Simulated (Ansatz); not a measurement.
# LiCuAuO2 (R3m) in Ansatz: further runs

One crystal, LiCuAuO2, is run at these levels: PBE, PBE+D3(BJ), PBE+D3(BJ)-ATM, PBE+D4; tasks: relaxation of cell and atoms.

Everything below comes from runs of Ansatz 0.2.0. Logs are shortened: lines on timing, memory, paths and dates and some standing lists are left out, and cuts for length are marked.

### Step 1. The structure

It takes space group R3m (No. 160, trigonal). The conventional cell has a = 3.274 Å, b = 3.274 Å, c = 19.256 Å, α = 90.00°, β = 90.00°, γ = 120.00°. Au (site symmetry 3m) is surrounded by 2 O at 2.07 to 2.10 Å. Around Cu (site symmetry 3m) lie 3 O at 2.01 Å. Around O (site symmetry 3m) lie 3 Li at 1.90 Å and 1 Au at 2.10 Å. O (site symmetry 3m) is surrounded by 3 Cu at 2.01 Å and 1 Au at 2.07 Å. Around Li (site symmetry 3m) lie 3 O at 1.90 Å.

The cell comes from a database or a generator and needn't be the stable form of this composition.

### Step 2. Relaxation of cell and atoms, PBE

input.yaml reads:

```yaml
crystal:
  lattice:
    - [1.6371994655, 0.9452375521, 6.418816]
    - [-1.6371994655, 0.9452375521, 6.418816]
    - [0.0, -1.8904751042, 6.418816]
  atoms:
    - { symbol: Au, position: [0.991794, 0.991794, 0.991794] }
    - { symbol: Cu, position: [0.515803, 0.515803, 0.515803] }
    - { symbol: O, position: [0.100922, 0.100922, 0.100922] }
    - { symbol: O, position: [0.884222, 0.884222, 0.884222] }
    - { symbol: Li, position: [0.757259, 0.757259, 0.757259] }
hamiltonian:
  xc: pbe
  pseudopotentials: { kind: paw }
kpoints:
  mp_grid: { grid: [9, 9, 9] }
scf:
  occupations: { method: fermi_dirac, width: 0.05 }
output:
  forces: true
  stress: true
  eigenvalues: true
relax:
  f_tol: 0.01
  max_steps: 40
  cell: { stress_tol: 0.05 }
```

Potentials or basis: Ansatz PAW.

Run with:

```
ansatz run input.yaml --threads 2 --pin off --max-ram 5632MiB --backend cpu --events-out ev --progress --plain --runs-dir out
```

The program printed:

```text
Warning: RAYON_NUM_THREADS=2 ignored (pool sized by the plan → 2); use --threads N
basis.fft_grid_basis auto: the FFT boxes are laid along the combinations [[1, 0, -1], [0, 1, -1], [0, 0, 1]] of the cell's own vectors, 3.274, 3.274 and 6.691 Å long. The dense box has 24×24×45 points. Along the cell's own vectors, as sized, it would have 45×45×45, 3.52 times as many. Of the 6 symmetry operations that the crystal satisfies within crystal.symmetry.tolerance (time reversal apart; of a slab, those that keep its plane) the dense box along the cell's own vectors carries 6, and the one as laid loses 4 of those. basis.fft_grid_basis: typed keeps the cell's own vectors: state it where this run's energies or levels are differenced outside the engine with another run's, or held beside a run that keeps those vectors.
Engine: ansatz 0.2.0, x86_64-unknown-linux-gnu
Pseudopotentials: kind: paw
Pseudopotential: Au, paw, valence charge 19, recommended cutoff 420 eV (normal), Au.paw.azcp
Pseudopotential: Cu, paw, valence charge 19, recommended cutoff 420 eV (normal), Cu.paw.azcp
Pseudopotential: O, paw, valence charge 6, recommended cutoff 420 eV (normal), O.paw.azcp
Pseudopotential: Li, paw, valence charge 3, recommended cutoff 420 eV (normal), Li.paw.azcp
Functional definition: PBE
  parameter kappa = 0.804
  parameter beta = 0.06672455060314922
  exchange = pbe_x(kappa = kappa, mu = beta*pi^2/3)
  correlation = pbe_c(beta = beta)
Crystal: 5 atoms, lattice volume = 59.600 Å³
Basis set: ecut = 420 eV, 1185 PW (Γ), FFT grids on a1−a3, a2−a3, a3, exchange–correlation on 48×48×90 points (8 copies of the dense FFT grid, shifted against one another)
Bands: 32, of which v1, the nominal top of the filled ones, is band 27 counted from 1 (26 counted from 0)
Symmetry: 6 space group operations
Space group: R3m (ITA 160), of the structure as read, at distance tolerance 3.9e-5 Å
k-points: 85 of 729 (time reversal used)
Non-local potential: Au, projectors of the file, l = 0: 3, l = 1: 2, l = 2: 2, l = 3: 1
Non-local potential: Cu, projectors of the file, l = 0: 3, l = 1: 2, l = 2: 3, l = 3: 1
Non-local potential: O, projectors of the file, l = 0: 2, l = 1: 2, l = 2: 1
Non-local potential: Li, projectors of the file, l = 0: 3, l = 1: 2, l = 2: 1
PAW form: soft (Blöchl's): semilocal exchange-correlation on the pseudo side does not see the compensation charge
PAW one-centre angular grid: Au, 590 points (default); XC on 64 Gauss nodes
PAW one-centre angular grid: Cu, 590 points (default); XC on 64 Gauss nodes
PAW one-centre angular grid: O, 110 points (default); XC on 64 Gauss nodes
PAW one-centre angular grid: Li, 110 points (default); XC on 64 Gauss nodes
Initial density: superposition of atomic densities (neutral atoms: chi_scale 0, normalization atom), corrected by the library's trained network
Initial wavefunctions: pseudopotential atomic-orbital guess
Functional: x = pbe(κ = 0.804, μ = 0.2195149727645171), c = pbe(β = 0.06672455060314922)
SCF iter   1: F=—  HF=-21112.465918 eV  |F-HF|=—  |Δ(HF+E_count)|=         —  Δρ=7.94e-3  dr2=4.91e-2  ethr=1.77e-3  ⟨swp⟩=5.9  Hψ=9809  notcnv=0
preconditioner: auto → LDOS  [metal: Δε(μ)=0.013 eV  Ē_g=10.714 eV  σ=0.050 eV  W_gap=0.07  n_scr=22 (ndim 8)  ℏωp=28.5 eV  f_vac=0.021  D(μ)=3.70/eV (n_scr^D=36)  β→1.0]
SCF iter   2: F=—  HF=-21112.462644 eV  |F-HF|=—  |Δ(HF+E_count)|=   3.27e-3  Δρ=2.88e-3  dr2=6.49e-3  ethr=9.26e-5  ⟨swp⟩=2.8  Hψ=5298  notcnv=0  defer=81
SCF iter   3: F=—  HF=-21112.462474 eV  |F-HF|=—  |Δ(HF+E_count)|=   1.70e-4  Δρ=3.33e-3  dr2=6.63e-3  ethr=1.22e-5  ⟨swp⟩=2.1  Hψ=4444  notcnv=0  defer=81
SCF iter   4: F=—  HF=-21112.461424 eV  |F-HF|=—  |Δ(HF+E_count)|=   1.05e-3  Δρ=9.43e-4  dr2=3.30e-4  ethr=1.22e-5  ⟨swp⟩=2.0  Hψ=3765  notcnv=0  defer=81
SCF iter   5: F=—  HF=-21112.461406 eV  |F-HF|=—  |Δ(HF+E_count)|=   1.83e-5  Δρ=2.75e-4  dr2=5.65e-5  ethr=6.23e-7  ⟨swp⟩=2.0  Hψ=4550  notcnv=0  defer=81
SCF iter   6: F=—  HF=-21112.461391 eV  |F-HF|=—  |Δ(HF+E_count)|=   1.54e-5  Δρ=1.56e-4  dr2=2.12e-5  ethr=1.07e-7  ⟨swp⟩=2.5  Hψ=4040  notcnv=0  defer=81
SCF iter   7: F=—  HF=-21112.461389 eV  |F-HF|=—  |Δ(HF+E_count)|=   2.00e-6  Δρ=9.02e-5  dr2=6.52e-6  ethr=4.00e-8  ⟨swp⟩=1.0  Hψ=2639  notcnv=0  defer=81
SCF iter   8: F=—  HF=-21112.461388 eV  |F-HF|=—  |Δ(HF+E_count)|=   7.11e-7  Δρ=3.82e-5  dr2=7.62e-7  ethr=1.23e-8  ⟨swp⟩=1.0  Hψ=2639  notcnv=0  defer=81
SCF iter   9: F=—  HF=-21112.461388 eV  |F-HF|=—  |Δ(HF+E_count)|=   5.57e-8  Δρ=1.63e-5  dr2=1.32e-7  ethr=1.44e-9  ⟨swp⟩=1.1  Hψ=2750  notcnv=0  defer=81
SCF iter  10: F=-21112.461388 eV  HF=-21112.461388 eV  |F-HF|=7.17e-8  |Δ(HF+E_count)|=  4.33e-10  Δρ=1.22e-5  dr2=7.28e-8  ethr=1.89e-10  ⟨swp⟩=6.7  Hψ=8664  notcnv=0
[... 185 lines left out ...]
SCF iter   9: F=-21112.516505 eV  HF=-21112.516505 eV  |F-HF|=3.42e-10  |Δ(HF+E_count)|=  6.33e-10  Δρ=7.52e-7  dr2=3.55e-10  ethr=2.05e-11  ⟨swp⟩=3.1  Hψ=7306  notcnv=0
SCF 14 converged in 9 iterations: F = -21112.516505 eV  dr2 = 3.55e-10
relax step  14: F+E_penalty+E_count = -21112.51650535 eV  Δ(F+E_penalty+E_count) = +5.736e-5 eV  max|allowed force component| = 1.018e-3 eV/Å  Δτ_max = 0.0038 Å  P = -0.008 GPa  Ω = 62.595 Å³  energy of the carried Pulay correction = -8.997e-4 eV  (9 SCF iters, dr2 threshold 1.09e-8 eV, accepted)
iter 1 solved again at ethr=2.42e-7 eV; its pass at ethr=3.10e-3 eV (dr2=1.28e-4 eV) is discarded
SCF iter   1: F=—  HF=-21112.517353 eV  |F-HF|=—  |Δ(HF+E_count)|=         —  Δρ=1.28e-4  dr2=3.70e-7  ethr=2.42e-7  ⟨swp⟩=3.0  Hψ=17408  notcnv=0
preconditioner: auto → LDOS  [metal: Δε(μ)=0.007 eV  Ē_g=10.630 eV  σ=0.050 eV  W_gap=0.03  n_scr=22 (ndim 8)  ℏωp=27.8 eV  f_vac=0.020  D(μ)=3.91/eV (n_scr^D=42)  β→1.0]
SCF iter   2: F=—  HF=-21112.517428 eV  |F-HF|=—  |Δ(HF+E_count)|=   7.51e-5  Δρ=3.18e-5  dr2=6.47e-7  ethr=6.97e-10  ⟨swp⟩=2.0  Hψ=4552  notcnv=0
SCF iter   3: F=—  HF=-21112.517428 eV  |F-HF|=—  |Δ(HF+E_count)|=   4.16e-8  Δρ=9.12e-6  dr2=4.77e-8  ethr=6.97e-10  ⟨swp⟩=1.0  Hψ=2720  notcnv=0
SCF iter   4: F=—  HF=-21112.517428 eV  |F-HF|=—  |Δ(HF+E_count)|=   3.04e-9  Δρ=8.98e-6  dr2=4.85e-8  ethr=9.01e-11  ⟨swp⟩=1.0  Hψ=2720  notcnv=0
SCF iter   5: F=—  HF=-21112.517428 eV  |F-HF|=—  |Δ(HF+E_count)|=   4.05e-9  Δρ=2.22e-6  dr2=3.49e-9  ethr=9.01e-11  ⟨swp⟩=1.0  Hψ=2720  notcnv=0
SCF iter   6: F=—  HF=-21112.517428 eV  |F-HF|=—  |Δ(HF+E_count)|=  4.62e-10  Δρ=2.71e-6  dr2=3.66e-9  ethr=6.59e-12  ⟨swp⟩=2.0  Hψ=3889  notcnv=0
SCF iter   7: F=—  HF=-21112.517428 eV  |F-HF|=—  |Δ(HF+E_count)|=  3.60e-10  Δρ=3.06e-7  dr2=7.55e-11  ethr=6.59e-12  ⟨swp⟩=2.0  Hψ=3057  notcnv=0
SCF iter   8: F=-21112.517428 eV  HF=-21112.517428 eV  |F-HF|=0.00e0  |Δ(HF+E_count)|=  7.28e-12  Δρ=6.62e-8  dr2=6.13e-12  ethr=1.00e-12  ⟨swp⟩=4.0  Hψ=9352  notcnv=0
SCF 15 converged in 8 iterations: F = -21112.517428 eV  dr2 = 6.13e-12
relax step  15: F+E_penalty+E_count = -21112.51742831 eV  Δ(F+E_penalty+E_count) = -9.230e-4 eV  max|allowed force component| = 9.576e-4 eV/Å  Δτ_max = 0.0000 Å  P = +0.002 GPa  Ω = 62.595 Å³  stress off target by 2.20e-2 GPa  SCF on the basis re-selected at this cell (its energy is not comparable with the rows above)  (8 SCF iters)
basis re-selected at this cell: Δ(F+E_penalty+E_count) = -9.230e-4 eV, ΔP = +0.010 GPa vs the last step (what re-selecting the basis moved, of the pressure what is left beyond the Pulay correction that the steps carried, after the strain that the cell walked since its last selection, with what the two solves' SCF thresholds leave and, on support functions, any second-order correction that the steps lacked; it is no measure of the basis error at this ecutwfc). This SCF's stress stands 2.20e-2 GPa from its target on what of the cell is left free (relax.cell.stress_tol is 5.00e-2 GPa) and its largest allowed force component is 9.58e-4 eV/Å (relax.f_tol is 1.00e-2 eV/Å): within both
SCF converged after 8 iterations
Free energy (F): -21112.517428 eV
Harris-Foulkes:  -21112.517428 eV  (|F-HF|=0.00e0)
Internal energy: -21112.486264 eV  (E = F + TS)
E sigma→0 (E₀):  -21112.501846 eV
Entropy (-TS):   -0.031164 eV (-6.233 meV/atom)
Fermi energy:    9.399442 eV
--- Per-component energies (eV) ---
  E_band       = -929.899546
  E_kinetic    = 1270.929583
  E_local      = -8672.803419  (includes V_loc(G=0)·N_el)
  E_nonlocal   = 533.284832
  E_hartree    = 3714.612792
  E_xc         = -472.686402
  E_vxc        = -588.554442  (∫ρ·V_xc dr)
  E_paw        = -11709.112806  (= ΣΔE_a)
  E_vpaw       = -901.988250  (= ΣTr[D̂ρ^β])
  E_aug_tail   = 0.006556  (compensation charges beyond the density's cutoff)
  E_ewald      = -5776.717400
  E_smearing   = -0.031164  (= −TS)
  E_closure    = -0.000000  (closes the sum)
  Σ components = -21112.517428   (vs F -21112.517428, Δ=0.00e0)
--- Forces (eV/Å), atoms counted from 1 ---
  atom   1  Au     0.00000000    -0.00000000     0.00096310
  atom   2  Cu    -0.00000000    -0.00000000    -0.00012315
  atom   3  O     -0.00000000    -0.00000000    -0.00064451
  atom   4  O      0.00000000    -0.00000000    -0.00082673
  atom   5  Li    -0.00000000    -0.00000000     0.00065861
  max |Σ_I F_I| component: 2.73e-5 eV/Å
--- Stress (GPa, compression-positive) ---
       -0.008626      -0.000000      -0.000000
       -0.000000      -0.008626       0.000000
       -0.000000       0.000000       0.021984
  P = ⅓ Tr σ = 0.0016 GPa (0.016 kbar)
--- Band table (eV; the first three rows and the last of 85) ---
  k-point 0: bands = ["-102.4262", "-95.2676", "-59.9239", "-59.9239", "-59.6029", "-47.0169", "-46.5370", "-46.5370", "-33.4662", "-9.7308", "-7.0731", "2.8761", "3.8333", "3.8333", "4.3820", "6.3265", "6.3265", "6.3797", "6.3797", "6.5490", "7.7247", "7.7247", "8.0509", "9.0039", "9.0039", "10.1029", "10.1029", "10.5355", "14.3215", "15.4182", "20.2809", "21.9702"]
  k-point 1: bands = ["-102.4262", "-95.2676", "-59.9244", "-59.9240", "-59.6029", "-47.0166", "-46.5402", "-46.5378", "-33.4651", "-9.6875", "-7.0622", "2.9369", "3.6790", "3.8899", "4.6347", "6.1791", "6.2735", "6.3454", "6.4562", "6.6245", "7.6933", "7.7005", "8.0728", "8.8689", "8.9756", "9.8137", "9.9365", "10.9374", "14.5585", "15.5118", "20.1259", "21.0699"]
  k-point 2: bands = ["-102.4261", "-95.2673", "-59.9254", "-59.9243", "-59.6028", "-47.0157", "-46.5485", "-46.5400", "-33.4622", "-9.5760", "-7.0343", "3.0692", "3.4158", "4.0401", "5.1541", "5.8506", "6.2022", "6.2998", "6.7122", "6.7665", "7.6277", "7.6409", "8.1173", "8.5681", "8.9066", "9.3926", "9.5151", "11.6264", "14.9627", "15.9060", "18.9480", "20.0120"]
  k-point 84: bands = ["-102.4262", "-95.2676", "-59.9244", "-59.9240", "-59.6029", "-47.0166", "-46.5402", "-46.5378", "-33.4651", "-9.6683", "-7.1120", "3.5732", "3.7592", "3.9074", "4.6562", "5.3384", "6.1656", "6.2858", "6.2899", "6.4548", "7.6766", "7.7299", "7.9966", "9.0297", "9.0903", "9.7498", "9.8986", "12.1854", "13.1911", "17.0424", "18.5705", "21.1710"]
--- Relaxed structure (13 steps of the walk, 13 accepted, 2 SCFs on fresh bases) ---
  F+E_penalty+E_count = -21112.51742831 eV   max|allowed force component| = 9.576e-4 eV/Å   (the final SCF, on the basis selected at the relaxed cell)
  cell:  # Å, volume = 62.5952 Å³
    - [1.657797517989637, 0.95712984327321, 6.574871991490044]
    - [-1.657797517989637, 0.95712984327321, 6.574871991490044]
    - [-1.595401224826694e-33, -1.91425968654642, 6.574871991490044]
  atoms:
    - { symbol: Au, position: [0.986510023347775, 0.986510023347775, 0.986510023347775] }
    - { symbol: Cu, position: [0.534432876614999, 0.534432876614999, 0.534432876614999] }
    - { symbol: O, position: [0.08726320570283277, 0.08726320570283277, 0.08726320570283277] }
    - { symbol: O, position: [0.8790345586847653, 0.8790345586847653, 0.8790345586847653] }
    - { symbol: Li, position: [0.7627593356496274, 0.7627593356496274, 0.7627593356496274] }
```

Wall time 2.1 min (2 threads of AMD EPYC 7R43 (Zen 3), shared host); peak memory 0.51 GiB.

Results:

- Free energy: -21112.5174 eV
- Relaxed volume: 12.52 Å³/atom
- Relaxed cell: a = 6.848 Å, b = 6.848 Å, c = 6.848 Å, α = 28.02°, β = 28.02°, γ = 28.02°
- Space group after relaxing (to 0.05 Å): R3m (No. 160)
- Energy gained by relaxing: 11.2 meV/atom
- Ionic steps: 15
- Pressure after relaxing: 0.0 GPa
- Band gap on the k mesh: none (metal or under the smearing width)

Step by step:
```csv
step,energy change (eV),largest force (eV/Å),volume (Å³)
1,0.0000,0.3330,59.60
2,-0.0106,0.2379,59.33
3,-0.0238,0.2382,59.39
4,-0.0345,0.1828,59.78
5,-0.0423,0.0987,60.90
6,-0.0468,0.0961,61.56
7,-0.0449,0.0363,62.64
8,-0.0466,0.0414,62.24
9,-0.0468,0.0408,62.20
10,-0.0467,0.0027,62.26
11,-0.0558,0.0028,62.26
12,-0.0553,0.0053,62.52
13,-0.0552,0.0132,62.57
14,-0.0551,0.0010,62.60
15,-0.0560,0.0010,62.60
```

Final structure:
```xyz
5
Lattice="1.6578 0.9571 6.5749 -1.6578 0.9571 6.5749 0.0000 -1.9143 6.5749" Properties=species:S:1:pos:R:3 pbc="T T T"
Au    0.0000    0.0000   19.4585
Cu    0.0000    0.0000   10.5415
O     0.0000    0.0000    1.7212
O     0.0000    0.0000   17.3386
Li    0.0000    0.0000   15.0451
```

Levels at points of the mesh, in eV from the Fermi level:
```
           k point  band 23  band 24  band 25  band 26  band 27  band 28  band 29  band 30  band 31  band 32
(0.00, 0.00, 0.00)    -1.35    -0.40    -0.40     0.70     0.70     1.14     4.92     6.02    10.88    12.57
```

Caveat: the plane-wave basis is chosen anew once the cell has moved, so the energies of steps on either side of that aren't comparable; the pressure holds a Pulay correction of +0.4 GPa for the finite cutoff; an odd number of electrons without spin polarisation forces a metal; a magnetic or distorted state may lie lower; the run has no spin polarisation, though such a crystal can be magnetic; semilocal functionals often make such compounds metallic where correlation or magnetic order opens a gap, which also shifts bond lengths. The run has no spin-orbit coupling, so splittings on Au are missing.

### Step 3. Relaxation of cell and atoms, PBE+D3(BJ)

Changes to input.yaml since step 2:

```diff
@@ -14,2 +14,3 @@
   pseudopotentials: { kind: paw }
+  dispersion: d3bj
 kpoints:
@@ -22,2 +23,6 @@
   eigenvalues: true
+  write_density: true
+  write_potential: true
+  elf: true
+  volumetric_format: npy
 relax:
```

Potentials or basis: Ansatz PAW.

Run with:

```
ansatz run input.yaml --threads 2 --pin off --max-ram 5632MiB --backend cpu --events-out ev --progress --plain --runs-dir out
```

It took 1.8 min on 2 threads of AMD EPYC 7R43 (Zen 3), shared host; peak memory 0.56 GiB.

The run converged. Its results:

* Free energy: -21113.9764 eV
* Relaxed volume: 11.48 Å³/atom
* Relaxed cell: a = 6.602 Å, b = 6.602 Å, c = 6.602 Å, α = 28.36°, β = 28.36°, γ = 28.36°
* Space group after relaxing (to 0.05 Å): R3m (No. 160)
* Energy gained by relaxing: 11.3 meV/atom
* Ionic steps: 10
* Pressure after relaxing: 0.0 GPa
* Largest force after relaxing: 0.004 eV/Å
* Band gap on the k mesh: none (metal or under the smearing width)

Forces in eV/Å, atoms in the order of the input:
```
Au   0.000  0.000  0.000
Cu   0.000  0.000 -0.003
O    0.000  0.000 -0.003
O    0.000  0.000  0.004
Li   0.000  0.000  0.002
```

The path:
```tsv
step	energy change (eV)	largest force (eV/Å)	volume (Å³)
1	0.0000	0.3343	59.60
2	-0.0452	0.1686	57.98
3	-0.0569	0.1320	57.04
4	-0.0610	0.0588	57.15
5	-0.0617	0.0271	57.30
6	-0.0617	0.0219	57.46
7	-0.0617	0.0013	57.49
8	-0.0563	0.0019	57.49
9	-0.0566	0.0039	57.40
10	-0.0564	0.0039	57.40
```

Final structure:
```
Au Cu O Li
1.0
     1.61763    0.93394    6.33268
    -1.61763    0.93394    6.33268
     0.00000   -1.86788    6.33268
Au Cu O Li
1 1 2 1
Direct
  0.99067 0.99067 0.99067
  0.51914 0.51914 0.51914
  0.09829 0.09829 0.09829
  0.88252 0.88252 0.88252
  0.75938 0.75938 0.75938
```

Levels at points of the mesh, in eV from the Fermi level:
```tsv
k point	band 25	band 26	band 27	band 28	band 29	band 30
(0.00, 0.00, 0.00)	-1.05	0.63	0.63	1.13	4.81	6.35
```

Caveat: the plane-wave basis is chosen anew once the cell has moved, so the energies of steps on either side of that aren't comparable; the pressure holds a Pulay correction of +0.5 GPa for the finite cutoff; an odd number of electrons without spin polarisation forces a metal; a magnetic or distorted state may lie lower; the run has no spin polarisation, though such a crystal can be magnetic; semilocal functionals often make such compounds metallic where correlation or magnetic order opens a gap, which also shifts bond lengths; pairwise dispersion overbinds metals, which lowers pressure and volume. Spin-orbit coupling is left out, which matters for the levels of Au.

### Step 4. Relaxation of cell and atoms, PBE+D3(BJ)-ATM

Changes to input.yaml since step 3:

```diff
@@ -14,3 +14,3 @@
   pseudopotentials: { kind: paw }
-  dispersion: d3bj
+  dispersion: d3bjatm
 kpoints:
@@ -23,6 +23,2 @@
   eigenvalues: true
-  write_density: true
-  write_potential: true
-  elf: true
-  volumetric_format: npy
 relax:
```

Run with:

```
ansatz run input.yaml --threads 2 --pin off --max-ram 5632MiB --backend cpu --events-out ev --progress --plain --runs-dir out
```

It took 97 s on 2 threads of AMD EPYC 7R43 (Zen 3), shared host; peak memory 0.47 GiB.

Results (log left out):

* Free energy: -21113.8248 eV
* Relaxed volume: 11.60 Å³/atom
* Relaxed cell: a = 6.617 Å, b = 6.617 Å, c = 6.617 Å, α = 28.42°, β = 28.42°, γ = 28.42°
* Space group after relaxing (to 0.05 Å): R3m (No. 160)
* Energy gained by relaxing: 9.4 meV/atom
* Ionic steps: 10
* Pressure after relaxing: 0.0 GPa
* Largest force after relaxing: 0.005 eV/Å
* Band gap on the k mesh: none (metal or under the smearing width)

Forces on the atoms (eV/Å):
```
Au   0.000  0.000 -0.002
Cu   0.000  0.000 -0.003
O    0.000  0.000 -0.003
O    0.000  0.000  0.005
Li   0.000  0.000  0.003
```

The path:
| step | energy change (eV) | largest force (eV/Å) | volume (Å³) |
| --- | --- | --- | --- |
| 1 | 0.0000 | 0.3345 | 59.60 |
| 2 | -0.0348 | 0.1766 | 58.23 |
| 3 | -0.0445 | 0.1405 | 57.47 |
| 4 | -0.0495 | 0.0466 | 57.62 |
| 5 | -0.0507 | 0.0276 | 57.82 |
| 6 | -0.0510 | 0.0237 | 58.05 |
| 7 | -0.0509 | 0.0020 | 58.08 |
| 8 | -0.0469 | 0.0020 | 58.08 |
| 9 | -0.0471 | 0.0048 | 58.01 |
| 10 | -0.0469 | 0.0048 | 58.01 |

Final structure:
```xyz
5
Lattice="1.6245 0.9379 6.3456 -1.6245 0.9379 6.3456 0.0000 -1.8758 6.3456" Properties=species:S:1:pos:R:3 pbc="T T T"
Au    0.0000    0.0000   18.8531
Cu    0.0000    0.0000    9.9025
O     0.0000    0.0000    1.8555
O     0.0000    0.0000   16.7926
Li    0.0000    0.0000   14.4659
```

Levels at points of the mesh, in eV from the Fermi level:
```tsv
k point	band 24	band 25	band 26	band 27	band 28	band 29	band 30	band 31
(0.00, 0.00, 0.00)	-1.29	-1.03	0.64	0.64	1.14	4.82	6.33	10.41
```

Caveat: the plane-wave basis is chosen anew once the cell has moved, so the energies of steps on either side of that aren't comparable; the pressure holds a Pulay correction of +0.5 GPa for the finite cutoff; an odd number of electrons without spin polarisation forces a metal; a magnetic or distorted state may lie lower; the run has no spin polarisation, though such a crystal can be magnetic; semilocal functionals often make such compounds metallic where correlation or magnetic order opens a gap, which also shifts bond lengths; pairwise dispersion overbinds metals, which lowers pressure and volume. With open d or f shells a metallic result of PBE can be an artefact of self-interaction; +U or a hybrid may open a gap.

[end of part 1 of 2]
